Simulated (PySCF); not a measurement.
# C3H5F3Si: the cost of one run

The runs use PySCF 2.14.0, with density-fitted response routines of our own; the level of theory stands in each step. All values are computed, except where a source is named. Atoms are numbered from 0 throughout.

## 1. Starting geometry

12 atoms, charge 0, multiplicity 1; geometry from: GFN2-xTB. The atoms were then displaced at random by about 0.01 Å, so the start is not that level's minimum.

Bonds of the start (Å): F0–C1 1.35, C1–C2 1.48, C2–F3 1.37, C2–C4 1.34, C4–F5 1.34, C4–Si6 1.92, C1–H7 1.08, C1–H8 1.07, Si6–H9 1.45, Si6–H10 1.45, Si6–H11 1.46.

## 2. Geometry optimisation at PBE0-D3(BJ)/def2-SVP

Job settings and geometry (Å):

```
{"job": {"xc": "PBE0", "basis": "def2-SVP", "d3": "d3bj", "grid": 1, "shake": 0.01, "kind": "geom"}, "charge": 0, "multiplicity": 1}
F     -2.580600     1.225390    -0.171420
C     -2.108730    -0.016280     0.054920
C     -0.660640     0.039690     0.371210
F     -0.329730     0.303560     1.674050
C      0.383570    -0.136030    -0.457600
F      0.092210    -0.399150    -1.740450
Si     2.248560    -0.024530    -0.017130
H     -2.652090    -0.417110     0.895650
H     -2.273900    -0.588380    -0.834330
H      2.891690    -0.948130    -0.930560
H      2.648270     1.356360    -0.237530
H      2.381070    -0.423650     1.384150
```

On the command line:

```
> OMP_NUM_THREADS=1 python probes_run.py task.json out
```

This one command runs all jobs of the session in turn.

**Question.** How long does this first job take on 1 thread of Arm Neoverse V1, shared host, and how much memory does it need?

About 1.7 min, with a peak of 0.53 GiB.
